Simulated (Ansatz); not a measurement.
Geometry optimisation, Ansatz, DFT PBE, scalar-relativistic, plane waves, PAW.

input.yaml

```yaml
crystal:
  lattice:
    - [5.8108, 0.0, 0.0]
    - [-2.9054, 5.0323, 0.0]
    - [0.0, 0.0, 19.100375]
  atoms:
    - { symbol: W, position: [0.0, 0.0, 0.05235499] }
    - { symbol: C, position: [0.33333334, 0.16666668, 0.12670301] }
    - { symbol: W, position: [0.0, 0.0, 0.20105103] }
    - { symbol: C, position: [0.33333334, 0.16666668, 0.27539904] }
    - { symbol: W, position: [0.0, 0.0, 0.34974706] }
    - { symbol: C, position: [0.33333334, 0.16666668, 0.42409508] }
    - { symbol: W, position: [2.0e-08, 0.50000004, 0.05235499] }
    - { symbol: C, position: [0.33333336, 0.66666672, 0.12670301] }
    - { symbol: W, position: [2.0e-08, 0.50000004, 0.20105103] }
    - { symbol: C, position: [0.33333336, 0.66666672, 0.27539904] }
    - { symbol: W, position: [2.0e-08, 0.50000004, 0.34974706] }
    - { symbol: C, position: [0.33333336, 0.66666672, 0.42409508] }
    - { symbol: W, position: [0.5, 0.0, 0.05235499] }
    - { symbol: C, position: [0.83333334, 0.16666668, 0.12670301] }
    - { symbol: W, position: [0.5, 0.0, 0.20105103] }
    - { symbol: C, position: [0.83333334, 0.16666668, 0.27539904] }
    - { symbol: W, position: [0.5, 0.0, 0.34974706] }
    - { symbol: C, position: [0.83333334, 0.16666668, 0.42409508] }
    - { symbol: W, position: [0.50000002, 0.50000004, 0.05235499] }
    - { symbol: C, position: [0.83333336, 0.66666672, 0.12670301] }
    - { symbol: W, position: [0.50000002, 0.50000004, 0.20105103] }
    - { symbol: C, position: [0.83333336, 0.66666672, 0.27539904] }
    - { symbol: W, position: [0.50000002, 0.50000004, 0.34974706] }
    - { symbol: C, position: [0.83333336, 0.66666672, 0.42409508] }
    - { symbol: C, position: [0.50000002, 0.50000004, 0.47697362] }
    - { symbol: H, position: [1.00000002, 0.50000004, 0.45341387] }
    - { symbol: H, position: [0.70482648, 0.60110168, 0.50629242] }
    - { symbol: H, position: [0.40074719, 0.60554702, 0.50629242] }
basis:
  ecutwfc: 420.0
kpoints:
  mp_grid: { grid: [3, 3, 1] }
hamiltonian:
  xc: pbe
  pseudopotentials: { kind: paw, azcp: { folder: soft_1 } }
scf:
  occupations: { method: gaussian, width: 0.05 }
  lower_state_search: "off"
relax:
  f_tol: 0.03
  max_steps: 60
  adjacent_minimum: "off"
  constraints: [{ sites: [0, 1, 6, 7, 12, 13, 18, 19] }]
```

Run as:

```bash
$ ansatz run input.yaml --threads 4 --pin off --max-ram 10240MiB --backend cpu --events-out ev --progress --plain --runs-dir out
```

Q: Where does it end, and by what steps?

A: The run converged. Limits of this set-up: coarse k mesh, thin slab, slab without dipole correction, odd electron count without spin. After 14 steps the energy has fallen by 6.733 eV; H26 moved furthest, 1.68 Å. Parted: W11–H26. Joined: C18–H26.

```csv
step,energy less start (eV),largest force component (eV/Å),accepted
0,0.0000,4.758,yes
1,-2.6162,2.459,yes
2,-3.5438,1.271,yes
3,-4.0931,2.032,yes
4,-4.7069,1.967,yes
5,-5.1393,2.498,yes
6,-5.7179,1.421,yes
7,-6.0910,1.088,yes
8,-6.3798,0.818,yes
9,-6.5826,0.671,yes
10,-6.6955,0.344,yes
11,-6.7160,0.434,yes
12,-6.7300,0.116,yes
13,-6.7323,0.065,yes
14,-6.7328,0.009,yes
```

```xyz
28
Lattice="5.8108 0.0000 0.0000 -2.9054 5.0323 0.0000 0.0000 0.0000 19.1004" Properties=species:S:1:pos:R:3
W 0.000 0.000 1.000
C 1.453 0.839 2.420
W 0.000 -0.001 3.852
C 1.453 0.838 5.237
W -0.012 0.017 6.725
C 1.453 0.820 8.022
W -1.453 2.516 1.000
C 0.000 3.355 2.420
W -1.453 2.515 3.853
C 0.009 3.346 5.225
W -1.453 2.528 6.762
C -0.039 3.439 7.854
W 2.905 0.000 1.000
C 4.358 0.839 2.420
W 2.905 -0.001 3.852
C 4.358 0.831 5.231
W 2.918 0.017 6.725
C 4.358 0.846 7.992
W 1.453 2.516 1.000
C 2.905 3.355 2.420
W 1.453 2.514 3.851
C 2.896 3.346 5.225
W 1.453 2.532 6.755
C 2.945 3.439 7.855
C 1.453 1.708 9.079
H 4.359 0.887 9.083
H 2.378 1.973 9.602
H 0.527 1.973 9.602
```

Whether the end is a true minimum wasn't checked by a vibrational analysis.

The run took 82 s on 4 threads of Intel(R) Xeon(R) Platinum 8488C (Sapphire Rapids) (shared host), peak memory 1.7 GiB.
